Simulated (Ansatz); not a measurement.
# Ga4P3N: the band gap up the ladder of functionals

An exercise on one series of results from a longer session: the logs are not shown, and one member is left open.

Program: Ansatz 0.2.0. PAW datasets, plane waves. The cell comes from a prototype generator: it can be a known phase or a hypothetical one. Spin polarisation is off.

### The cell

The cell was relaxed beforehand with r2SCAN.

The symmetry is P-4m2 (No. 115, tetragonal); a = 3.705 Å, c = 10.324 Å in the conventional setting, 17.72 Å³ an atom. Near N stand 4 Ga at 2.09 Å; near Ga stand 2 N at 2.09 Å and 2 P at 2.32 Å; near P stand 4 Ga at 2.32 Å; near Ga stand 4 P at 2.32–2.33 Å; near P stand 4 Ga at 2.33 Å.

As a file:

```cif
data_structure
_symmetry_space_group_name_H-M 'P-4m2'
_symmetry_Int_Tables_number 115
_cell_length_a 3.7051
_cell_length_b 3.7051
_cell_length_c 10.3239
_cell_angle_alpha 90.000
_cell_angle_beta 90.000
_cell_angle_gamma 90.000
_cell_volume 141.73
loop_
_atom_site_label
_atom_site_type_symbol
_atom_site_symmetry_multiplicity
_atom_site_Wyckoff_symbol
_atom_site_fract_x
_atom_site_fract_y
_atom_site_fract_z
_atom_site_occupancy
N1 N 1 a 0.00000 0.00000 0.00000 1
Ga1 Ga 2 g 0.00000 0.50000 0.90669 1
P1 P 2 f 0.50000 0.50000 0.77130 1
Ga2 Ga 2 g 0.50000 0.00000 0.63621 1
P2 P 1 d 0.00000 0.00000 0.50000 1
```

The first run:

input.yaml

```yaml
crystal:
  lattice:
    - [3.7051411101, 0.0, 0.0]
    - [0.0, 3.7051411101, 0.0]
    - [0.0, 0.0, 10.3239379144]
  atoms:
    - { symbol: "N", position: [0.0, 0.0, 0.0] }
    - { symbol: Ga, position: [0.0, 0.5, 0.9066937149] }
    - { symbol: P, position: [0.5, 0.5, 0.7713046713] }
    - { symbol: Ga, position: [0.5, 0.0, 0.6362074076] }
    - { symbol: P, position: [0.0, 0.0, 0.5] }
    - { symbol: Ga, position: [0.0, 0.5, 0.3637925924] }
    - { symbol: P, position: [0.5, 0.5, 0.2286953287] }
    - { symbol: Ga, position: [0.5, 0.0, 0.0933062851] }
kpoints:
  mp_grid: { grid: [8, 8, 4] }
  band_path:
    path:
      - [[0.0, 0.0, 0.0], [3.407279148406e-51, 0.5, -7.580684299338e-67], [0.5, 0.5, 6.846644652865e-33], [0.0, 0.0, 0.0], [1.748940893245e-50, -6.160230401995e-85, 0.5], [-3.695970663014e-50, 0.5, 0.5], [0.5, 0.5, 0.5], [1.748940893245e-50, -6.160230401995e-85, 0.5]]
      - [[3.407279148406e-51, 0.5, -7.580684299338e-67], [-3.695970663014e-50, 0.5, 0.5]]
      - [[0.5, 0.5, 6.846644652865e-33], [0.5, 0.5, 0.5]]
    npoints: 10
hamiltonian:
  xc: pbe
scf:
  occupations: { method: fermi_dirac, width: 0.02 }
  n_extra_bands: 6
output:
  forces: true
  stress: true
  eigenvalues: true
```

Launch:

```console
ansatz run input.yaml --threads 4 --pin off --max-ram 6451MiB --backend cpu --events-out ev --progress --plain --runs-dir out
```

Steps of the session up to this table: PBE band path; Single point with r2SCAN; HSE06 at the same geometry; Single point with PBE+SOC; Single point with PBE0.

One of the session's tables, all rows but one given; the rest of the session is left out.

| level | gap (eV) |
| --- | --- |
| PBE | 0.59 |
| r2SCAN | 0.91 |
| HSE06 | 1.36 |
| PBE+SOC | ? |
| PBE0 | 2.03 |

Estimate the missing values for PBE+SOC.

The run gave: gap (eV): 0.56. In the column «gap (eV)» it is the lowest.

Meshes: PBE 8×8×4, r2SCAN 8×8×4, HSE06 4×4×2, PBE+SOC 8×8×4, PBE0 4×4×2

PBE reaches 43 % of the HSE06 value, and r2SCAN 67 %. PBE0 lies 0.67 eV above HSE06, which differs from it by screening the long-range exchange.

To keep in mind: Warnings in the runs' records: stress exchange threshold loose, stress scf threshold loose.
